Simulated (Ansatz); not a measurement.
# AgBr: the cost of one run

Computed with Ansatz 0.2.0 (CCSD(T) on Hartree-Fock, Gaussian basis def2-TZVPP, and further levels as typed in the inputs, unless a step's input says otherwise).

**1. The structure to begin with**

Bond lengths: Ag1–Br2 2.390 Å.

Coordinates:

```xyz
2

Ag    0.0000    0.0000    0.0000
Br    0.0000    0.0000    2.3900
```

**2. Relaxing the atoms: AgBr**

input.yaml reads:

```yaml
relax:
  f_tol: 0.001
  max_steps: 200
crystal:
  periodic: [false, false, false]
  atoms:
    - { symbol: Ag, position_ang: [0.0, 0.0, 0.0] }
    - { symbol: Br, position_ang: [0.0, 0.0, 2.39] }
basis:
  gaussian: { orbitals: def2-TZVPP }
hamiltonian:
  xc: hf
correlation:
  method: ccsd_t
scf:
  lower_state_search: "off"
```

The run is started by

```bash
$ ansatz run input.yaml --threads 8 --pin off --max-ram 14336MiB --backend cpu --events-out ev --progress --plain --runs-dir out
```

Q: Estimate wall time and peak memory on 8 threads of AMD EPYC 7R13 (Zen 3), shared host.

About 71 s, with a peak of 0.8 GiB.
